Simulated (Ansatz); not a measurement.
# Ca3Mg: the cost of one run

Computed with Ansatz 0.2.0 (DFT PBEsol, scalar-relativistic, plane waves, PAW, unless a step's input says otherwise).

### Step 1. The starting structure

Symmetry: Pm-3m, No. 221, cubic system. The conventional cell has a = 5.289 Å, b = 5.289 Å, c = 5.289 Å, α = 90.00°, β = 90.00°, γ = 90.00°. Ca (site symmetry 4/mmm) is surrounded by 8 Ca at 3.74 Å and 4 Mg at 3.74 Å. Mg (site symmetry m-3m) has 12 Ca at 3.74 Å as nearest neighbours.

As a file:

```
CELL_PARAMETERS angstrom
5.28881 0.00000 0.00000
0.00000 5.28881 0.00000
0.00000 0.00000 5.28881
ATOMIC_POSITIONS crystal
Ca 0.50000 0.50000 0.00000
Ca 0.50000 0.00000 0.50000
Ca 0.00000 0.50000 0.50000
Mg 0.00000 0.00000 0.00000
```

The structure comes from the Materials Project (structure only).

### Step 2. A change within a subgroup

The change: strain xx, yy, zz, yz, xz, xy = -3.3, +5.7, +5.7, +0.0, +0.0, +0.0 %; atoms moved by 0.25 Å root mean square, at most 0.35 Å.

File input.yaml:

```yaml
crystal:
  lattice:
    - [5.1154461258, 0.0, 0.0]
    - [0.0, 5.5914393345, 0.0]
    - [0.0, 0.0, 5.5914393345]
  atoms:
    - { symbol: Ca, position: [0.4331507161, 0.5, 0.0] }
    - { symbol: Ca, position: [0.5668492839, 0.0, 0.5] }
    - { symbol: Ca, position: [0.0, 0.5, 0.5] }
    - { symbol: Mg, position: [0.0, 0.0, 0.0] }
basis:
  ecutwfc: 420
kpoints:
  mp_grid: { grid: [8, 8, 8] }
hamiltonian:
  xc: pbesol
scf:
  occupations: { method: gaussian, width: 0.1 }
output:
  forces: true
  stress: true
  eigenvalues: true
  populations: true
```

The run is started by

```console
ansatz run input.yaml --threads 1 --pin off --max-ram 1331MiB --backend cpu --events-out ev --progress --plain --runs-dir out
```

What time and memory should one allow on 1 thread of an x86-64 CPU, shared host?

About 70 s, with a peak of 0.53 GiB.
